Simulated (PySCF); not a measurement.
**Hf(NH2)4: forces at shaken geometries**

Aim: move all atoms of relaxed Hf(NH2)4 at random and read energies and forces. It is a constructed species; whether it can be made isn't addressed.

The runs use PySCF 2.14.0; PBE0, Hf def2-SVP with ECP60, N def2-SVP, H def2-SVP; scalar-relativistic core potentials, no spin–orbit coupling.

3 further runs of the same task are left out: 2 for a known fault of the program, 1 that didn't finish. Runs told in other sessions of the task aren't counted.

## (1) The starting structure

13 atoms, charge 0, spin multiplicity 1.

Bond lengths: Hf1–N2 2.094 Å, Hf1–N5 2.094 Å, Hf1–N8 2.094 Å, Hf1–N11 2.094 Å, N2–H3 1.019 Å, N2–H4 1.019 Å, N5–H6 1.019 Å, N5–H7 1.019 Å, N8–H9 1.019 Å, N8–H10 1.019 Å, N11–H12 1.019 Å, N11–H13 1.019 Å. Angles: N2–Hf1–N5 90.0°, N2–Hf1–N8 180.0°, N2–Hf1–N11 90.0°, N5–Hf1–N8 90.0°, N5–Hf1–N11 180.0°, N8–Hf1–N11 90.0°, Hf1–N2–H3 126.9°, Hf1–N2–H4 126.9°, H3–N2–H4 106.2°, Hf1–N5–H6 126.9°, Hf1–N5–H7 126.9°, H6–N5–H7 106.2°, Hf1–N8–H9 126.9°, Hf1–N8–H10 126.9°, H9–N8–H10 106.2°, Hf1–N11–H12 126.9°, Hf1–N11–H13 126.9°, H12–N11–H13 106.2°.

Coordinates:

```
Hf    0.00000    0.00000    0.00000
N     2.09414    0.00000    0.00000
H     2.70584    0.78589    0.21582
H     2.70584   -0.78589   -0.21582
N     0.00000    2.09414    0.00000
H    -0.78589    2.70584    0.21582
H     0.78589    2.70584   -0.21582
N    -2.09414    0.00000    0.00000
H    -2.70584   -0.78589    0.21582
H    -2.70584    0.78589   -0.21582
N     0.00000   -2.09414    0.00000
H     0.78589   -2.70584    0.21582
H    -0.78589   -2.70584   -0.21582
```

Formal oxidation states: Hf +4. An earlier session relaxed this geometry at PBE0, Hf def2-SVP with ECP60, N def2-SVP, H def2-SVP (singlet, point group D4).

Its energy there is -271.479472 Eh.

## (2) Atoms moved at random, σ = 0.06 Å

Input file run.py (the lines that set the calculation):

```python
mol = gto.M(atom='''
Hf    -0.01518     0.01541    -0.02293
N      2.08647     0.02146    -0.02045
H      2.73855     0.74672     0.20553
H      2.70057    -0.79050    -0.29533
N     -0.10357     2.04214     0.07661
H     -0.70511     2.65052     0.21351
H      0.72797     2.72038    -0.25746
N     -2.22058    -0.01477    -0.13919
H     -2.69900    -0.83196     0.24451
H     -2.66607     0.77497    -0.17869
N      0.09182    -2.15232     0.10229
H      0.89043    -2.58623     0.25662
H     -0.82629    -2.59582    -0.18502''',
    basis={'Hf': 'def2-SVP', 'N': 'def2-SVP', 'H': 'def2-SVP'},
    ecp={'Hf': 'def2-SVP'},
    charge=0, spin=0)
mf = dft.RKS(mol, xc='PBE0')
mf.grids.atom_grid = (50, 194)
mf = mf.density_fit()  # fitting sets: Hf def2-universal-JKFIT, N def2-universal-JKFIT, H def2-universal-JKFIT
mf.conv_tol = 1e-08; mf.max_cycle = 55
mf.kernel(dm0)  # dm0: the density of the relaxed state
```

On the command line:

```console
$ OMP_NUM_THREADS=2 python run.py
```

## (3) Atoms moved at random, σ = 0.03 Å

Input file run.py (the lines that set the calculation):

```python
mol = gto.M(atom='''
Hf    -0.06284     0.00559     0.01454
N      2.09521     0.02451    -0.01092
H      2.66782     0.76475     0.18164
H      2.74963    -0.78730    -0.20181
N      0.03636     2.07210    -0.02437
H     -0.82680     2.64899     0.25134
H      0.78482     2.70064    -0.22834
N     -2.04571     0.05359    -0.05435
H     -2.73393    -0.81374     0.26028
H     -2.68273     0.79575    -0.21185
N     -0.01737    -2.04325    -0.05612
H      0.80286    -2.72955     0.26243
H     -0.76732    -2.69208    -0.18245''',
    basis={'Hf': 'def2-SVP', 'N': 'def2-SVP', 'H': 'def2-SVP'},
    ecp={'Hf': 'def2-SVP'},
    charge=0, spin=0)
mf = dft.RKS(mol, xc='PBE0')
mf.grids.atom_grid = (50, 194)
mf = mf.density_fit()  # fitting sets: Hf def2-universal-JKFIT, N def2-universal-JKFIT, H def2-universal-JKFIT
mf.conv_tol = 1e-08; mf.max_cycle = 55
mf.kernel(dm0)  # dm0: the density of the relaxed state
```

## (4) Atoms moved at random, σ = 0.06 Å

Input file run.py (the lines that set the calculation):

```python
mol = gto.M(atom='''
Hf    -0.16073     0.02461     0.06715
N      2.09642    -0.11927     0.03798
H      2.79021     0.88807     0.15638
H      2.78569    -0.75165    -0.20445
N     -0.02286     2.16306    -0.02063
H     -0.81463     2.75144     0.17399
H      0.80785     2.73518    -0.18606
N     -2.20109     0.00938    -0.00787
H     -2.73478    -0.74224     0.23237
H     -2.72580     0.69469    -0.29119
N     -0.00563    -2.19360    -0.07236
H      0.84876    -2.73629     0.34392
H     -0.66340    -2.72339    -0.22923''',
    basis={'Hf': 'def2-SVP', 'N': 'def2-SVP', 'H': 'def2-SVP'},
    ecp={'Hf': 'def2-SVP'},
    charge=0, spin=0)
mf = dft.RKS(mol, xc='PBE0')
mf.grids.atom_grid = (50, 194)
mf = mf.density_fit()  # fitting sets: Hf def2-universal-JKFIT, N def2-universal-JKFIT, H def2-universal-JKFIT
mf.conv_tol = 1e-08; mf.max_cycle = 55
mf.kernel(dm0)  # dm0: the density of the relaxed state
```

**Question.** What will these runs give? Wanted: for each run, σ; energy rise; harmonic estimate −½ F·u; largest force component.

As calculated:

| σ (Å) | energy rise (eV) | harmonic estimate −½ F·u (eV) | largest force component (eV/Å) |
| --- | --- | --- | --- |
| 0.06 | 2.195 | 2.204 | 10.32 |
| 0.03 | 0.921 | 0.880 | 3.93 |
| 0.06 | 2.625 | 2.683 | 10.86 |

Every displacement raises the energy. For a harmonic well the rise equals −½ F·u; the two differ by at most 4 % here (a move with σ = 0.03 Å), from anharmonicity, the grid and the small forces left at the relaxed point. The largest moves cost over 1 eV, far outside the harmonic range, so agreement there can come from errors that cancel between squeezed and stretched bonds. These are double-zeta-type bases without diffuse functions. Spin–orbit coupling is left out.
